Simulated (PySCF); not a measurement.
# C₃H₇BS: electronic excitations at several levels of theory

How much do the electronic excitations of C₃H₇BS (`C=CBSC`) depend on the level of theory, and what does each level cost?

The runs use PySCF 2.14.0, with density-fitted response routines of our own; the level of theory stands in each step. All values are computed, except where a source is named. Atoms are numbered from 0 throughout.

### Step 1. The starting structure

12 atoms, charge 0, multiplicity 1; geometry from: PBE0-D3(BJ)/def2-SVP.

Bonds of the start (Å): C0–C1 1.34, C1–B2 1.55, B2–S3 1.78, S3–C4 1.82, C0–H5 1.10, C0–H6 1.10, C1–H7 1.10, B2–H8 1.21, C4–H9 1.10, C4–H10 1.10, C4–H11 1.10.

### Step 2. TDDFT and polarisability: LDA/def2-SVPD

Job settings and geometry (Å):

```
{"job": {"kind": "uv", "xc": "LDA", "basis": "def2-SVPD", "ip": true}, "charge": 0, "multiplicity": 1}
C      2.628796     0.286468    -0.641735
C      1.404364    -0.137097    -0.997426
B      0.196369     0.014932    -0.045103
S     -1.404341    -0.538832    -0.577343
C     -2.499994    -0.171521     0.822861
H      3.501735     0.194536    -1.298393
H      2.802788     0.747780     0.336619
H      1.285800    -0.594795    -1.988329
H      0.322429     0.501413     1.055892
H     -2.585969     0.913016     0.970788
H     -3.490961    -0.580736     0.585745
H     -2.126244    -0.642025     1.741208
```

Method: TDDFT LDA/def2-SVPD, vertical, gas phase, core orbitals frozen in the response.

The run is started by

```bash
$ OMP_NUM_THREADS=1 python probes_run.py task.json out
```

This one command runs all jobs of the session in turn.

Standard output:

```text
coarse grid: 10312 points
cycle   1  E = -538.4310360758  dE =  1.625e-01  |g| = 4.754e-01  |ddm| = 5.277e+00
cycle   2  E = -538.3228839970  dE =  1.082e-01  |g| = 7.595e-01  |ddm| = 1.558e+00
cycle   3  E = -538.4939554541  dE = -1.711e-01  |g| = 1.516e-01  |ddm| = 1.063e+00
cycle   4  E = -538.5003457235  dE = -6.390e-03  |g| = 4.689e-02  |ddm| = 2.420e-01
cycle   5  E = -538.5007254304  dE = -3.797e-04  |g| = 2.749e-02  |ddm| = 8.957e-02
cycle   6  E = -538.5009636388  dE = -2.382e-04  |g| = 6.752e-03  |ddm| = 4.876e-02
cycle   7  E = -538.5009771568  dE = -1.352e-05  |g| = 2.328e-03  |ddm| = 1.224e-02
cycle   8  E = -538.5009788931  dE = -1.736e-06  |g| = 4.048e-04  |ddm| = 3.598e-03
final grid: 94184 points
cycle   9  E = -538.5824711803  dE = -2.983e-05  |g| = 3.505e-03  |ddm| = 9.195e-02
cycle  10  E = -538.5824667379  dE =  4.442e-06  |g| = 5.257e-03  |ddm| = 1.181e-02
cycle  11  E = -538.5824745455  dE = -7.808e-06  |g| = 6.651e-04  |ddm| = 6.992e-03
cycle  12  E = -538.5824746742  dE = -1.287e-07  |g| = 2.880e-04  |ddm| = 1.507e-03
cycle  13  E = -538.5824746988  dE = -2.464e-08  |g| = 8.698e-05  |ddm| = 4.888e-04
cycle  14  E = -538.5824747013  dE = -2.485e-09  |g| = 1.535e-05  |ddm| = 1.685e-04
cycle  15  E = -538.5824747014  dE = -6.821e-11  |g| = 8.020e-06  |ddm| = 3.236e-05
converged SCF energy = -538.5824747014

Static polarisability (au): isotropic 83.002, principal 54.508 70.602 123.897

Singlet excitations
state   eV       nm        f      main configurations
  1   4.6516    266.5   0.31552   H->L 0.92
  2   4.7353    261.8   0.00003   H-1->L 0.99
  3   5.2890    234.4   0.00030   H-3->L 0.99
  4   5.7258    216.5   0.11609   H-2->L 0.66, H->L+2 0.28
  5   6.1362    202.1   0.00055   H->L+1 0.96
  6   6.5240    190.0   0.00836   H->L+3 0.97
  7   6.6816    185.6   0.00015   H-4->L 0.97
  8   6.7467    183.8   0.05871   H->L+2 0.61, H-2->L 0.20, H-2->L+2 0.09
  9   6.9356    178.8   0.01523   H->L+4 0.91
 10   6.9541    178.3   0.00011   H-5->L 0.91

Triplet excitations (Tamm-Dancoff, eV): 3.3389 4.4190 4.4589 4.9432
Vertical ionisation energy (delta-SCF) = 9.2000 eV
Vertical electron affinity (delta-SCF) = 0.0351 eV
```

Run time: 50 s. Hardware: 1 thread of Arm Neoverse V1, shared host; peak memory 0.45 GiB.

The orbitals next to the gap, with their largest atomic shares:

```csv
orbital,eV,atoms
HOMO−3,-7.80,"C1 25 %, B2 21 %, C0 15 %"
HOMO−2,-7.60,"C1 33 %, C0 26 %, B2 15 %"
HOMO−1,-7.28,"S3 46 %, B2 22 %, H8 14 %"
HOMO,-6.36,"S3 50 %, C0 13 %, C1 10 %"
LUMO,-2.69,"C0 27 %, B2 26 %, S3 18 %"
LUMO+1,-0.34,"S3 47 %, C4 21 %, B2 7 %"
LUMO+2,-0.18,"C1 30 %, B2 24 %, C0 14 %"
```

With each of the 10 states as a Gaussian band of 0.4 eV half-width at 1/e, the curve within the window shown has maxima at 267 nm (ε 13,000), 217 nm (ε 4,700), 184 nm (ε 3,100) L/(mol cm). Beyond the last state computed it falls off for lack of states. The curve at chosen wavelengths:

(nm, ε (L/mol/cm)): (171, 818), (176, 1986), (182, 3084), (187, 2896), (193, 1931), (198, 1604), (203, 2204), (209, 3676), (214, 4596), (220, 4522), (225, 3673), (230, 2774), (236, 2500), (241, 3354), (247, 5657), (252, 8188), (257, 10601), (263, 12462), (268, 12734), (274, 11584), (279, 9790), (284, 7699), (290, 5304), (295, 3654), (301, 2188), (306, 1360)

Ground-state properties from the same run:

```csv
property,computed
dipole moment (D),1.00
polarisability (Å³),12.30
HOMO–LUMO gap (eV),3.66
−ε(HOMO) (eV),6.36
```

### Step 3. TDDFT and polarisability: PBE/def2-SVPD

The job, as its differences from that of step 2:

```diff
@@ -1,2 +1,2 @@
-{"job": {"kind": "uv", "xc": "LDA", "basis": "def2-SVPD", "ip": true}, "charge": 0, "multiplicity": 1}
+{"job": {"kind": "uv", "xc": "PBE", "basis": "def2-SVPD", "ip": true}, "charge": 0, "multiplicity": 1}
 C      2.628796     0.286468    -0.641735
```

Level: TDDFT PBE/def2-SVPD, vertical, gas phase, core orbitals frozen in the response.

Standard output:

```text
coarse grid: 10312 points
cycle   1  E = -540.8348623003  dE =  1.674e-01  |g| = 4.504e-01  |ddm| = 5.050e+00
cycle   2  E = -540.7396145543  dE =  9.525e-02  |g| = 7.135e-01  |ddm| = 1.467e+00
cycle   3  E = -540.8927498523  dE = -1.531e-01  |g| = 1.415e-01  |ddm| = 9.634e-01
cycle   4  E = -540.8982162173  dE = -5.466e-03  |g| = 4.579e-02  |ddm| = 2.180e-01
cycle   5  E = -540.8986058987  dE = -3.897e-04  |g| = 2.540e-02  |ddm| = 8.319e-02
cycle   6  E = -540.8988128998  dE = -2.070e-04  |g| = 6.032e-03  |ddm| = 4.503e-02
cycle   7  E = -540.8988238897  dE = -1.099e-05  |g| = 2.097e-03  |ddm| = 1.145e-02
cycle   8  E = -540.8988252894  dE = -1.400e-06  |g| = 3.500e-04  |ddm| = 3.344e-03
final grid: 94184 points
cycle   9  E = -540.9751226897  dE = -9.325e-06  |g| = 1.317e-02  |ddm| = 1.023e-01
cycle  10  E = -540.9749919728  dE =  1.307e-04  |g| = 2.408e-02  |ddm| = 4.444e-02
cycle  11  E = -540.9751686262  dE = -1.767e-04  |g| = 3.299e-03  |ddm| = 3.275e-02
cycle  12  E = -540.9751724720  dE = -3.846e-06  |g| = 7.249e-04  |ddm| = 5.487e-03
cycle  13  E = -540.9751726015  dE = -1.295e-07  |g| = 2.897e-04  |ddm| = 1.155e-03
cycle  14  E = -540.9751726235  dE = -2.199e-08  |g| = 8.749e-05  |ddm| = 4.637e-04
cycle  15  E = -540.9751726261  dE = -2.567e-09  |g| = 1.822e-05  |ddm| = 1.781e-04
cycle  16  E = -540.9751726262  dE = -9.652e-11  |g| = 6.316e-06  |ddm| = 3.212e-05
converged SCF energy = -540.9751726262

Static polarisability (au): isotropic 81.932, principal 53.791 69.756 122.249

Singlet excitations
state   eV       nm        f      main configurations
  1   4.6957    264.0   0.31415   H->L 0.92
  2   4.8541    255.4   0.00006   H-1->L 0.99
  3   5.4334    228.2   0.00030   H-3->L 0.99
  4   5.7577    215.3   0.12342   H-2->L 0.68, H->L+2 0.25
  5   6.0659    204.4   0.00092   H->L+1 0.97
  6   6.4722    191.6   0.00581   H->L+3 0.98
  7   6.7765    183.0   0.00132   H-4->L 0.94
  8   6.7988    182.4   0.05173   H->L+2 0.61, H-2->L 0.16, H-2->L+2 0.08
  9   6.8317    181.5   0.01465   H->L+4 0.93
 10   6.9931    177.3   0.00290   H->L+5 0.94

Triplet excitations (Tamm-Dancoff, eV): 3.2758 4.2519 4.5199 5.0053
Vertical ionisation energy (delta-SCF) = 9.0036 eV
Vertical electron affinity (delta-SCF) = -0.1035 eV
```

It took 92 s on 1 thread of Arm Neoverse V1, shared host; peak memory 0.63 GiB.

This run: HOMO -6.22 eV, LUMO -2.48 eV; lowest singlet 4.70 eV.

### Step 4. TDDFT and polarisability: B3LYP/def2-SVPD

The job, as its differences from that of step 3:

```diff
@@ -1,2 +1,2 @@
-{"job": {"kind": "uv", "xc": "PBE", "basis": "def2-SVPD", "ip": true}, "charge": 0, "multiplicity": 1}
+{"job": {"kind": "uv", "xc": "B3LYP", "basis": "def2-SVPD", "ip": true}, "charge": 0, "multiplicity": 1}
 C      2.628796     0.286468    -0.641735
```

Level: TDDFT B3LYP/def2-SVPD, vertical, gas phase, core orbitals frozen in the response.

Standard output:

```text
coarse grid: 10312 points
cycle   1  E = -541.2862140375  dE =  2.297e-01  |g| = 3.273e-01  |ddm| = 5.071e+00
cycle   2  E = -541.2755824947  dE =  1.063e-02  |g| = 3.844e-01  |ddm| = 9.766e-01
cycle   3  E = -541.3179480947  dE = -4.237e-02  |g| = 7.648e-02  |ddm| = 5.417e-01
cycle   4  E = -541.3193397349  dE = -1.392e-03  |g| = 2.970e-02  |ddm| = 1.234e-01
cycle   5  E = -541.3195590978  dE = -2.194e-04  |g| = 8.722e-03  |ddm| = 4.316e-02
cycle   6  E = -541.3195826350  dE = -2.354e-05  |g| = 1.897e-03  |ddm| = 1.684e-02
cycle   7  E = -541.3195836681  dE = -1.033e-06  |g| = 5.881e-04  |ddm| = 4.001e-03
final grid: 94184 points
cycle   8  E = -541.3837532629  dE = -2.454e-05  |g| = 4.500e-03  |ddm| = 7.858e-02
cycle   9  E = -541.3837506640  dE =  2.599e-06  |g| = 5.494e-03  |ddm| = 1.324e-02
cycle  10  E = -541.3837588380  dE = -8.174e-06  |g| = 4.147e-04  |ddm| = 6.635e-03
cycle  11  E = -541.3837588874  dE = -4.943e-08  |g| = 1.654e-04  |ddm| = 1.043e-03
cycle  12  E = -541.3837588938  dE = -6.324e-09  |g| = 7.533e-05  |ddm| = 2.564e-04
cycle  13  E = -541.3837588952  dE = -1.457e-09  |g| = 1.575e-05  |ddm| = 9.663e-05
cycle  14  E = -541.3837588953  dE = -6.230e-11  |g| = 4.417e-06  |ddm| = 2.922e-05
converged SCF energy = -541.3837588953

Static polarisability (au): isotropic 79.731, principal 53.234 68.432 117.525

Singlet excitations
state   eV       nm        f      main configurations
  1   5.0362    246.2   0.38292   H->L 0.96
  2   5.3731    230.7   0.00001   H-1->L 0.97
  3   5.8927    210.4   0.00038   H-3->L 0.98
  4   6.1891    200.3   0.10930   H-2->L 0.84, H->L+3 0.11
  5   6.3385    195.6   0.00133   H->L+1 0.91
  6   6.7237    184.4   0.00830   H->L+2 0.90
  7   7.1358    173.7   0.02075   H->L+4 0.94
  8   7.1554    173.3   0.04730   H->L+3 0.81
  9   7.3224    169.3   0.00500   H->L+5 0.49, H-4->L 0.44
 10   7.3525    168.6   0.00654   H-4->L 0.52, H->L+5 0.42

Triplet excitations (Tamm-Dancoff, eV): 3.4664 4.4439 5.0121 5.4526
Vertical ionisation energy (delta-SCF) = 9.1259 eV
Vertical electron affinity (delta-SCF) = -0.1639 eV
```

It took 38 s on 1 thread of Arm Neoverse V1, shared host; peak memory 0.77 GiB.

In short: HOMO -7.04 eV, LUMO -1.76 eV; lowest singlet 5.04 eV.

### Step 5. TDDFT and polarisability: PBE0/def2-SVPD

The job, as its differences from that of step 4:

```diff
@@ -1,2 +1,2 @@
-{"job": {"kind": "uv", "xc": "B3LYP", "basis": "def2-SVPD", "ip": true}, "charge": 0, "multiplicity": 1}
+{"job": {"kind": "uv", "xc": "PBE0", "basis": "def2-SVPD", "ip": true}, "charge": 0, "multiplicity": 1}
 C      2.628796     0.286468    -0.641735
```

Level: TDDFT PBE0/def2-SVPD, vertical, gas phase, core orbitals frozen in the response.

Standard output:

```text
coarse grid: 10312 points
cycle   1  E = -540.9514234890  dE =  2.508e-01  |g| = 2.850e-01  |ddm| = 4.515e+00
cycle   2  E = -540.9479852312  dE =  3.438e-03  |g| = 3.140e-01  |ddm| = 8.219e-01
cycle   3  E = -540.9758966345  dE = -2.791e-02  |g| = 7.040e-02  |ddm| = 4.452e-01
cycle   4  E = -540.9770924089  dE = -1.196e-03  |g| = 2.472e-02  |ddm| = 1.069e-01
cycle   5  E = -540.9772459277  dE = -1.535e-04  |g| = 6.609e-03  |ddm| = 3.613e-02
cycle   6  E = -540.9772597006  dE = -1.377e-05  |g| = 1.371e-03  |ddm| = 1.277e-02
cycle   7  E = -540.9772602310  dE = -5.305e-07  |g| = 4.411e-04  |ddm| = 2.953e-03
final grid: 94184 points
cycle   8  E = -541.0344927647  dE = -1.845e-05  |g| = 7.592e-03  |ddm| = 7.124e-02
cycle   9  E = -541.0344832360  dE =  9.529e-06  |g| = 9.462e-03  |ddm| = 2.126e-02
cycle  10  E = -541.0345088432  dE = -2.561e-05  |g| = 5.861e-04  |ddm| = 1.226e-02
cycle  11  E = -541.0345089589  dE = -1.157e-07  |g| = 1.632e-04  |ddm| = 1.418e-03
cycle  12  E = -541.0345089653  dE = -6.383e-09  |g| = 6.076e-05  |ddm| = 2.607e-04
cycle  13  E = -541.0345089661  dE = -8.395e-10  |g| = 2.458e-05  |ddm| = 9.427e-05
converged SCF energy = -541.0345089661

Static polarisability (au): isotropic 78.806, principal 52.678 67.584 116.156

Singlet excitations
state   eV       nm        f      main configurations
  1   5.1380    241.3   0.39710   H->L 0.96
  2   5.4449    227.7   0.00000   H-1->L 0.97
  3   5.9287    209.1   0.00041   H-3->L 0.98
  4   6.3199    196.2   0.10890   H-2->L 0.89
  5   6.5499    189.3   0.00086   H->L+1 0.84, H->L+2 0.10
  6   6.9440    178.5   0.01137   H->L+2 0.82, H->L+1 0.11
  7   7.3448    168.8   0.04531   H->L+3 0.87
  8   7.4066    167.4   0.01854   H->L+4 0.85, H-4->L 0.09
  9   7.4441    166.6   0.00177   H-4->L 0.84, H->L+4 0.10
 10   7.6046    163.0   0.01335   H->L+5 0.86

Triplet excitations (Tamm-Dancoff, eV): 3.4407 4.4089 5.0197 5.4174
Vertical ionisation energy (delta-SCF) = 9.1487 eV
Vertical electron affinity (delta-SCF) = -0.1313 eV
```

It took 72 s on 1 thread of Arm Neoverse V1, shared host; peak memory 0.77 GiB.

In short: HOMO -7.27 eV, LUMO -1.58 eV; lowest singlet 5.14 eV.

### Step 6. TDDFT and polarisability: BHandHLYP/def2-SVPD

The job, as its differences from that of step 5:

```diff
@@ -1,2 +1,2 @@
-{"job": {"kind": "uv", "xc": "PBE0", "basis": "def2-SVPD", "ip": true}, "charge": 0, "multiplicity": 1}
+{"job": {"kind": "uv", "xc": "BHandHLYP", "basis": "def2-SVPD", "ip": true}, "charge": 0, "multiplicity": 1}
 C      2.628796     0.286468    -0.641735
```

Level: TDDFT BHandHLYP/def2-SVPD, vertical, gas phase, core orbitals frozen in the response.

Standard output:

```text
coarse grid: 10312 points
cycle   1  E = -541.1975480301  dE =  3.633e-01  |g| = 2.527e-01  |ddm| = 4.471e+00
cycle   2  E = -541.2137038336  dE = -1.616e-02  |g| = 1.661e-01  |ddm| = 6.731e-01
cycle   3  E = -541.2206662721  dE = -6.962e-03  |g| = 6.003e-02  |ddm| = 3.327e-01
cycle   4  E = -541.2215688803  dE = -9.026e-04  |g| = 2.155e-02  |ddm| = 9.267e-02
cycle   5  E = -541.2216929206  dE = -1.240e-04  |g| = 2.516e-03  |ddm| = 3.244e-02
cycle   6  E = -541.2216950463  dE = -2.126e-06  |g| = 8.048e-04  |ddm| = 5.543e-03
final grid: 94184 points
cycle   7  E = -541.2633439295  dE = -1.230e-05  |g| = 2.197e-03  |ddm| = 5.000e-02
cycle   8  E = -541.2633443525  dE = -4.230e-07  |g| = 1.903e-03  |ddm| = 7.169e-03
cycle   9  E = -541.2633453357  dE = -9.832e-07  |g| = 2.067e-04  |ddm| = 2.547e-03
cycle  10  E = -541.2633453452  dE = -9.538e-09  |g| = 1.264e-04  |ddm| = 5.124e-04
cycle  11  E = -541.2633453497  dE = -4.508e-09  |g| = 1.654e-05  |ddm| = 1.831e-04
cycle  12  E = -541.2633453498  dE = -9.572e-11  |g| = 4.644e-06  |ddm| = 4.146e-05
converged SCF energy = -541.2633453498

Static polarisability (au): isotropic 76.886, principal 52.213 66.489 111.955

Singlet excitations
state   eV       nm        f      main configurations
  1   5.4903    225.8   0.46989   H->L 0.96
  2   6.0052    206.5   0.00001   H-2->L 0.91
  3   6.4153    193.3   0.00048   H-3->L 0.94
  4   6.7156    184.6   0.10420   H-1->L 0.94
  5   6.7346    184.1   0.00197   H->L+1 0.46, H->L+2 0.28
  6   7.1279    173.9   0.01291   H->L+1 0.41, H->L+2 0.39, H->L+3 0.09
  7   7.6322    162.4   0.03343   H->L+3 0.79, H->L+2 0.10
  8   7.8045    158.9   0.02949   H->L+4 0.38, H->L+5 0.24
  9   7.8356    158.2   0.03456   H->L+4 0.32, H->L+5 0.31, H->L+6 0.20
 10   8.0390    154.2   0.00007   H-4->L 0.77

Triplet excitations (Tamm-Dancoff, eV): 3.5386 4.7198 5.5538 5.9045
Vertical ionisation energy (delta-SCF) = 9.1045 eV
```

It took 26 s on 1 thread of Arm Neoverse V1, shared host; peak memory 0.77 GiB.

This run: HOMO -8.17 eV, LUMO -0.53 eV; lowest singlet 5.49 eV.

### Step 7. TDDFT and polarisability: CAM-B3LYP/def2-SVPD

The job, as its differences from that of step 6:

```diff
@@ -1,2 +1,2 @@
-{"job": {"kind": "uv", "xc": "BHandHLYP", "basis": "def2-SVPD", "ip": true}, "charge": 0, "multiplicity": 1}
+{"job": {"kind": "uv", "xc": "CAM-B3LYP", "basis": "def2-SVPD", "ip": true}, "charge": 0, "multiplicity": 1}
 C      2.628796     0.286468    -0.641735
```

With the program's defaults for keys left out, this is: TDDFT CAM-B3LYP/def2-SVPD, vertical, gas phase, core orbitals frozen in the response.

Standard output:

```text
coarse grid: 10312 points
cycle   1  E = -541.1834294522  dE =  3.502e-01  |g| = 2.487e-01  |ddm| = 4.885e+00
cycle   2  E = -541.1960493760  dE = -1.262e-02  |g| = 1.896e-01  |ddm| = 6.602e-01
cycle   3  E = -541.2052992377  dE = -9.250e-03  |g| = 4.890e-02  |ddm| = 3.521e-01
cycle   4  E = -541.2058428540  dE = -5.436e-04  |g| = 2.279e-02  |ddm| = 8.283e-02
cycle   5  E = -541.2059791840  dE = -1.363e-04  |g| = 3.085e-03  |ddm| = 3.515e-02
cycle   6  E = -541.2059823872  dE = -3.203e-06  |g| = 8.996e-04  |ddm| = 7.179e-03
final grid: 94184 points
cycle   7  E = -541.2715898899  dE = -2.036e-05  |g| = 2.793e-03  |ddm| = 5.067e-02
cycle   8  E = -541.2715904242  dE = -5.343e-07  |g| = 2.545e-03  |ddm| = 8.875e-03
cycle   9  E = -541.2715921354  dE = -1.711e-06  |g| = 2.485e-04  |ddm| = 3.480e-03
cycle  10  E = -541.2715921486  dE = -1.325e-08  |g| = 1.647e-04  |ddm| = 6.307e-04
cycle  11  E = -541.2715921561  dE = -7.454e-09  |g| = 2.387e-05  |ddm| = 2.332e-04
cycle  12  E = -541.2715921563  dE = -2.101e-10  |g| = 7.852e-06  |ddm| = 5.971e-05
converged SCF energy = -541.2715921563

Static polarisability (au): isotropic 77.988, principal 52.807 67.515 113.642

Singlet excitations
state   eV       nm        f      main configurations
  1   5.3418    232.1   0.43749   H->L 0.96
  2   5.7360    216.2   0.00002   H-1->L 0.91
  3   6.1099    202.9   0.00039   H-3->L 0.93
  4   6.6253    187.1   0.09775   H-2->L 0.89
  5   6.6324    186.9   0.00817   H->L+1 0.42, H->L+2 0.28
  6   7.0145    176.8   0.01649   H->L+1 0.41, H->L+2 0.39, H->L+3 0.08
  7   7.5562    164.1   0.02347   H->L+3 0.83
  8   7.6541    162.0   0.04680   H->L+4 0.75, H->L+6 0.19
  9   7.6881    161.3   0.00068   H-4->L 0.81
 10   7.7574    159.8   0.02430   H->L+5 0.55, H-2->L+2 0.12, H->L+2 0.10

Triplet excitations (Tamm-Dancoff, eV): 3.5650 4.6212 5.3133 5.6261
Vertical ionisation energy (delta-SCF) = 9.2733 eV
Vertical electron affinity (delta-SCF) = -0.1785 eV
```

It took 47 s on 1 thread of Arm Neoverse V1, shared host; peak memory 0.83 GiB.

In short: HOMO -8.50 eV, LUMO -0.47 eV; lowest singlet 5.34 eV.

### Step 8. Excited states and response: wB97X-D/def2-SVPD

The job, as its differences from that of step 7:

```diff
@@ -1,2 +1,2 @@
-{"job": {"kind": "uv", "xc": "CAM-B3LYP", "basis": "def2-SVPD", "ip": true}, "charge": 0, "multiplicity": 1}
+{"job": {"kind": "uv", "xc": "wB97X-D", "basis": "def2-SVPD", "ip": true}, "charge": 0, "multiplicity": 1}
 C      2.628796     0.286468    -0.641735
```

With the program's defaults for keys left out, this is: TDDFT wB97X-D/def2-SVPD, vertical, gas phase, core orbitals frozen in the response.

Standard output:

```text
coarse grid: 10312 points
cycle   1  E = -541.2237510390  dE =  3.765e-01  |g| = 2.448e-01  |ddm| = 4.462e+00
cycle   2  E = -541.2392349633  dE = -1.548e-02  |g| = 1.685e-01  |ddm| = 6.580e-01
cycle   3  E = -541.2464742534  dE = -7.239e-03  |g| = 4.011e-02  |ddm| = 3.262e-01
cycle   4  E = -541.2469211998  dE = -4.469e-04  |g| = 1.819e-02  |ddm| = 8.154e-02
cycle   5  E = -541.2470133514  dE = -9.215e-05  |g| = 3.152e-03  |ddm| = 3.315e-02
cycle   6  E = -541.2470172451  dE = -3.894e-06  |g| = 9.296e-04  |ddm| = 8.227e-03
final grid: 94184 points
cycle   7  E = -541.3067643102  dE = -6.364e-05  |g| = 3.181e-03  |ddm| = 8.937e-02
cycle   8  E = -541.3067662701  dE = -1.960e-06  |g| = 2.117e-03  |ddm| = 1.171e-02
cycle   9  E = -541.3067673891  dE = -1.119e-06  |g| = 4.468e-04  |ddm| = 3.762e-03
cycle  10  E = -541.3067674602  dE = -7.109e-08  |g| = 2.228e-04  |ddm| = 1.112e-03
cycle  11  E = -541.3067674745  dE = -1.430e-08  |g| = 5.527e-05  |ddm| = 4.483e-04
cycle  12  E = -541.3067674759  dE = -1.401e-09  |g| = 2.008e-05  |ddm| = 1.405e-04
cycle  13  E = -541.3067674761  dE = -1.983e-10  |g| = 4.474e-06  |ddm| = 6.071e-05
converged SCF energy = -541.3067674761

Static polarisability (au): isotropic 77.834, principal 53.089 67.273 113.141

Singlet excitations
state   eV       nm        f      main configurations
  1   5.3707    230.9   0.43331   H->L 0.95
  2   5.7449    215.8   0.00005   H-1->L 0.89
  3   6.1207    202.6   0.00044   H-3->L 0.92
  4   6.6252    187.1   0.11230   H-2->L 0.96
  5   6.7971    182.4   0.00035   H->L+2 0.49, H->L+1 0.24
  6   7.2181    171.8   0.02031   H->L+1 0.59, H->L+2 0.22
  7   7.7022    161.0   0.00030   H-4->L 0.82
  8   7.7636    159.7   0.04370   H->L+4 0.83, H->L+6 0.11
  9   7.8211    158.5   0.03223   H->L+3 0.80
 10   8.0092    154.8   0.02844   H->L+5 0.52, H-2->L+2 0.11, H->L+2 0.09

Triplet excitations (Tamm-Dancoff, eV): 3.6674 4.6923 5.3680 5.6635
Vertical ionisation energy (delta-SCF) = 9.2810 eV
```

Wall time 36 s (1 thread of Arm Neoverse V1, shared host); peak memory 0.79 GiB.

Key values: HOMO -9.04 eV, LUMO 0.20 eV; lowest singlet 5.37 eV.

(Part 1 of 2 ends here.)
